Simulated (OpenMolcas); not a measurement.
**Dy³⁺ among point charges: CASSCF levels and susceptibility**

Aim: the splitting of the states of Dy³⁺ in the field of 8 point charges, its lowest levels with spin-orbit coupling and its magnetic susceptibility.

Method: state-averaged CASSCF, spin-orbit coupling by RASSI with atomic mean-field integrals. Code: OpenMolcas 26.06.

## Step 1: The atom as given

| Item | Value |
| --- | --- |
| Species | Dy³⁺ (dysprosium, Z = 66, 63 electrons) |
| Basis | ANO-RCC-VDZP [7s6p4d2f1g], 68 functions |
| Scalar Hamiltonian | DKH2, point nucleus |
| Inactive shells | 1s 2s 2p 3s 3p 3d 4s 4p 4d 5s 5p |
| Active space | 9 electrons in 7 orbitals (4f) |
| Some configurations of this space | 4f9 |
| Orbitals | optimised for the highest spin of each parity, averaged over all roots |

The outer shells:

4f9
```
4f [↑↓][↑↓][↑ ][↑ ][↑ ][↑ ][↑ ]
```

The ion sits among 8 point charges of -1.5 e arranged as a square antiprism (D4d), 3.18 Å from the ion, with a polar angle of 64.7° against the regular 57.3°.

Each step is its own input file, run in one work folder so that later steps find the files of earlier ones. Labels, J, g values, rates, χT and fits are worked out afterwards by a script from the matrices that RASSI stores.

## Step 2: Basis and integrals

The input, a.inp:

```
&GATEWAY
Coord
1

Dy 0.0 0.0 0.0
Basis=ANO-RCC-VDZP
Group=NoSym
NoMove
AngMom=0.0 0.0 0.0
AMFI
XField
8 Angstrom 0
2.657210 1.100653 1.356539 -1.500000
-1.100653 2.657210 1.356539 -1.500000
-2.657210 -1.100653 1.356539 -1.500000
1.100653 -2.657210 1.356539 -1.500000
2.657210 -1.100653 -1.356539 -1.500000
1.100653 2.657210 -1.356539 -1.500000
-2.657210 1.100653 -1.356539 -1.500000
-1.100653 -2.657210 -1.356539 -1.500000
&SEWARD
```

Launch:

```sh
$ OMP_NUM_THREADS=1 MOLCAS_MEM=2252 MOLCAS_PROJECT=a pymolcas a.inp > a.log
```

## Step 3: Reference wave functions, sextets, 21 roots

The input, a.inp:

```
&RASSCF
FileOrb=start.orb
Symmetry=1
Spin=6
nActEl=9 0 0
Inactive=27
Ras2=7
CIRoot=21 21 1
SDav=21
CIMx=300
Iter=120 100
PrWF=0.3
OrbListing=Nothing
MaxOrb=0
>>> COPY $Project.JobIph JOB001
```

start.orb holds the contracted functions of the basis, ordered by shell, or the orbitals of the step before.

## Step 4: Reference wave functions, quartets, 162 roots

The input, a.inp:

```
&RASSCF
FileOrb=start.orb
Symmetry=1
Spin=4
nActEl=9 0 0
Inactive=27
Ras2=7
CIRoot=162 162 1
SDav=224
CIMx=300
Iter=120 100
PrWF=0.3
OrbListing=Nothing
MaxOrb=0
CIOnly
>>> COPY $Project.JobIph JOB002
```

## Step 5: CASSCF: doublets, 162 roots

The input, a.inp:

```
&RASSCF
FileOrb=start.orb
Symmetry=1
Spin=2
nActEl=9 0 0
Inactive=27
Ras2=7
CIRoot=162 162 1
SDav=490
CIMx=300
Iter=120 100
PrWF=0.3
OrbListing=Nothing
MaxOrb=0
CIOnly
>>> COPY $Project.JobIph JOB003
```

## Step 6: State interaction with spin-orbit coupling

The input, a.inp:

```
&RASSI
NrOfJobIphs=3 21 108 40
1 2 3 4 5 6 7 8 9 10 11 12 13 14 15 16 17 18 19 20 21
1 2 3 4 5 6 7 8 9 10 11 12 13 14 15 16 17 18 19 20 21 22 23 24 25 26 27
28 29 30 31 32 33 34 35 36 37 38 39 40 41 42 43 44 45 46 47 48 49 50 51
52 53 54 55 56 57 58 59 60 61 62 63 64 65 66 67 68 69 70 71 72 73 74 75
76 77 78 79 80 81 82 83 84 85 86 87 88 89 90 91 92 93 94 95 96 97 98 99
100 101 102 103 104 105 106 107 108
1 2 3 4 5 6 7 8 9 10 11 12 13 14 15 16 17 18 19 20 21 22 23 24 25 26 27
28 29 30 31 32 33 34 35 36 37 38 39 40
IphNames
JOB001
JOB002
JOB003
EJob
SpinOrbit
DIPRint=1.0
SOCoupling=1000.0
Subsets=2
Property=9
'ANGMOM' 1 'ANGMOM' 2 'ANGMOM' 3 'MLTPL  1' 1 'MLTPL  1' 2 'MLTPL  1' 3
'AMFI' 1 'AMFI' 2 'AMFI' 3
SOProperty=3
'ANGMOM' 1 'ANGMOM' 2 'ANGMOM' 3
```

What does the calculation give? Wanted: spin-free ground state; first state of the same spin within the active space; lowest level; next level.

As calculated:

| quantity | value |
| --- | --- |
| method | CASSCF |
| spin-free ground state | sextet, 1-fold in its orbital part |
| first state of the same spin within the active space | sextet at 39 cm⁻¹ |
| lowest level | 2-fold, g = 1.35, 10.62, 10.62 |
| next level | 29.7 cm⁻¹ |
| χT at 300 K | 13.96 cm³ K/mol |
| effective moment at 300 K | 10.56 μB |

What this shows: The spin-free ground state (sextet) comes to 100 % from free-ion H terms and keeps the highest spin of the shell. The quartets, doublets rest on orbitals optimised for another spin in at least one step, which raises them against the optimised states. Not all states of the active space went into the spin-orbit step. High states of lower spin are left out of the spin-orbit mixing, and CASSCF puts spin-flip levels too high. Point charges carry no covalency, so the field is a model and not that of real ligands.
